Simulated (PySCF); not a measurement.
# C3H9AsGeO: the cost of one run

Programs: PySCF 2.14.0, with routines of our own; each step states its level. All values are computed. Atoms count from 0.

## 1. The starting structure

15 atoms, charge 0, multiplicity 1; geometry from: GFN2-xTB.

## 2. Optimising the geometry at PBE0-D3(BJ)/def2-SVP

The job: settings as JSON, then the geometry in Å.

```
{"job": {"xc": "PBE0", "basis": "def2-SVP", "d3": "d3bj", "grid": 1, "kind": "geom"}, "charge": 0, "multiplicity": 1}
C     -1.867625    -0.681518    -0.535961
C     -1.113571    -0.207273     0.694392
C     -0.503559     1.188576     0.514410
Ge     1.265111     0.264219     0.642816
As     2.604249    -0.376798    -1.266515
O      0.022291    -1.040976     0.930152
H     -2.184414    -1.712439    -0.401306
H     -1.209339    -0.631570    -1.403372
H     -2.741319    -0.056432    -0.705563
H     -1.768518    -0.265277     1.572294
H     -0.744732     1.869564     1.326662
H     -0.767696     1.648826    -0.435633
H      1.995646     0.493601     1.994873
H      3.450113    -1.245938    -0.385297
H      3.558949     0.761426    -1.027968
```

Launch:

```console
$ OMP_NUM_THREADS=1 python excited_run.py task.json out
```

The driver reads the jobs from task.json and runs them one after another.

Q: Estimate the wall time and peak memory of this first job on 1 thread of Arm Neoverse V1, shared host.

About 66 s, with a peak of 0.75 GiB.
